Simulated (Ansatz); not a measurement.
# Zn: the cost of one run

Computed with Ansatz 0.2.0 (DFT PBEsol, scalar-relativistic, plane waves, PAW, unless a step's input says otherwise).

1 further run of the same task is left out (set aside as unsound or not needed).

### Step 1. The starting structure

It takes space group P6_3/mmc (No. 194, hexagonal). The conventional cell has a = 2.520 Å, b = 2.520 Å, c = 8.235 Å, α = 90.00°, β = 90.00°, γ = 120.00°. Around Cu (site symmetry -3m) lie 12 Cu at 2.52 Å. Cu (site symmetry -6m2) has 12 Cu at 2.52 Å as nearest neighbours.

Coordinates:

```
Cu
1.0
     2.51980    0.00000    0.00000
    -1.25990    2.18221    0.00000
     0.00000    0.00000    8.23525
Cu
4
Direct
  0.00000 0.00000 0.00000
  0.33333 0.66667 0.25000
  0.00000 0.00000 0.50000
  0.66667 0.33333 0.75000
```

It goes back to an entry of the Materials Project, which need not be the stable form.

This cell was relaxed beforehand with the same method: volume 11.32 Å³/atom, gap on the mesh none (metal).

### Step 2. The substitution Cu → Zn

The start of Zn: fractional positions of relaxed Cu, cell scaled by 0.949, a guess from tabulated radii.

### Step 3. Quick check of gap, pressure and forces (Zn)

File input.yaml:

```yaml
crystal:
  lattice:
    - [2.3905616439, 0.0, 0.0]
    - [-1.1952808219, 2.0702871129, 0.0]
    - [0.0, 0.0, 7.8128805543]
  atoms:
    - { symbol: Zn, position: [0.0, 0.0, 0.0] }
    - { symbol: Zn, position: [0.3333333333, 0.6666666667, 0.25] }
    - { symbol: Zn, position: [0.0, 0.0, 0.5] }
    - { symbol: Zn, position: [0.6666666667, 0.3333333333, 0.75] }
basis:
  ecutwfc: 420
kpoints:
  mp_grid: { grid: [12, 12, 4] }
hamiltonian:
  xc: pbesol
scf:
  occupations: { method: gaussian, width: 0.1 }
output:
  forces: true
  stress: true
  eigenvalues: true
```

Run with:

```sh
$ ansatz run input.yaml --threads 1 --pin off --max-ram 2560MiB --backend cpu --events-out ev --progress --plain --runs-dir out
```

Q: Estimate wall time and peak memory on 1 thread of Arm Neoverse V1, shared host.

About 4.6 s, with a peak of 0.32 GiB.
